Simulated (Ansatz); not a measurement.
# C2H7InO2S: one species, many methods

One table from this session's results is given with a row withheld; the runs are named, their logs left out.

The runs use Ansatz 0.2.0, Gaussian basis; functionals in def2-TZVPP, the program's frozen cores in correlated methods.

Levels to be run: PBE-D4, r2SCAN-D4, PBE0-D4, B3LYP-D4, ωB97X-V, ωB97M-V, B2PLYP; CCSD(T)/def2-TZVPP; MP2/def2-QZVPP; extrapolation to the limit.

### The relaxed structure

An earlier PBE0-D4 in a triple-zeta def2 set relaxation fixed the geometry. In takes the def2 core potential; no spin-orbit term is included.

13 atoms, charge 0, spin multiplicity 1.

Atoms are counted from 1 here; the program's logs count them from 0.

Bond lengths: C1–O2 1.405 Å, C1–H7 1.098 Å, C1–H8 1.098 Å, C1–H9 1.095 Å, O2–In3 1.977 Å, In3–S4 2.362 Å, In3–O5 1.969 Å, S4–H10 1.345 Å, O5–C6 1.409 Å, C6–H11 1.095 Å, C6–H12 1.097 Å, C6–H13 1.097 Å. Angles: O2–C1–H7 112.8°, O2–C1–H8 112.8°, O2–C1–H9 108.3°, H7–C1–H8 107.7°, H7–C1–H9 107.5°, H8–C1–H9 107.5°, C1–O2–In3 122.4°, O2–In3–S4 124.1°, O2–In3–O5 114.3°, S4–In3–O5 121.6°, In3–S4–H10 92.0°, In3–O5–C6 121.4°, O5–C6–H11 108.3°, O5–C6–H12 111.6°, O5–C6–H13 113.4°, H11–C6–H12 107.8°, H11–C6–H13 107.8°, H12–C6–H13 107.7°.

Coordinates:

```xyz
13
charge 0, multiplicity 1
C     0.58333   -1.79426   -1.75305
O     0.15813   -1.18499   -0.56093
In    0.14326    0.77724   -0.32270
S     0.83808    2.31603   -1.97481
O    -0.54529    1.37739    1.42217
C    -0.88512    0.45743    2.43325
H     1.63545   -1.58247   -1.98686
H    -0.01904   -1.49717   -2.62217
H     0.48354   -2.87889   -1.63902
H     0.56533    3.36547   -1.17965
H    -1.59683    0.93993    3.11166
H    -0.00738    0.16189    3.02175
H    -1.35345   -0.45759    2.05037
```

Set-up of the first run:

The input, in.yaml:

```yaml
crystal:
  periodic: [false, false, false]
  atoms:
    - {symbol: C, position_ang: [0.583329, -1.794262, -1.753050]}
    - {symbol: O, position_ang: [0.158128, -1.184994, -0.560935]}
    - {symbol: In, position_ang: [0.143264, 0.777238, -0.322697]}
    - {symbol: S, position_ang: [0.838084, 2.316035, -1.974814]}
    - {symbol: O, position_ang: [-0.545290, 1.377391, 1.422168]}
    - {symbol: C, position_ang: [-0.885121, 0.457427, 2.433248]}
    - {symbol: H, position_ang: [1.635446, -1.582470, -1.986857]}
    - {symbol: H, position_ang: [-0.019044, -1.497171, -2.622166]}
    - {symbol: H, position_ang: [0.483537, -2.878893, -1.639020]}
    - {symbol: H, position_ang: [0.565332, 3.365471, -1.179649]}
    - {symbol: H, position_ang: [-1.596827, 0.939929, 3.111660]}
    - {symbol: H, position_ang: [-0.007381, 0.161891, 3.021753]}
    - {symbol: H, position_ang: [-1.353446, -0.457591, 2.050369]}
basis:
  gaussian: {orbitals: def2-TZVPP}
hamiltonian: {xc: pbe, dispersion: d4}
output: {forces: true, orbitals: {seedname: orbitals}}
```

Run with:

```console
> ansatz run in.yaml --threads 2 --pin off --events-out ev --progress --plain --max-ram 22528MiB --backend cuda --devices 0, --max-vram 18GiB
```

Steps of the session up to this table: PBE-D4 (GGA); r2SCAN-D4 (meta-GGA); PBE0-D4 (hybrid); B3LYP-D4 (hybrid); ωB97X-V (range-separated); ωB97M-V (range-separated); B2PLYP (double hybrid); CCSD(T) in def2-TZVPP; MP2 in def2-QZVPP.

One of the session's tables, all rows but one given; the rest of the session is left out.

It belongs to the step «Atomisation energies». 

| method | atomisation energy (eV) |
| --- | --- |
| PBE-D4 | 47.622 |
| r2SCAN-D4 | 46.810 |
| PBE0-D4 | 46.505 |
| B3LYP-D4 | ? |
| ωB97X-V | 46.865 |
| ωB97M-V | 46.787 |
| B2PLYP | 46.009 |
| HF/def2-TZVPP | 32.492 |
| MP2/def2-TZVPP | 46.306 |
| CCSD/def2-TZVPP | 44.668 |
| CCSD(T)/def2-TZVPP | 45.506 |
| MP2/CBS | 47.724 |
| CCSD(T)/CBS | 46.925 |

Estimate the missing values for B3LYP-D4.

**Answer.** atomisation energy (eV): 46.389. In the column «atomisation energy (eV)» it lies between MP2/def2-TZVPP (46.306) and PBE0-D4 (46.505).
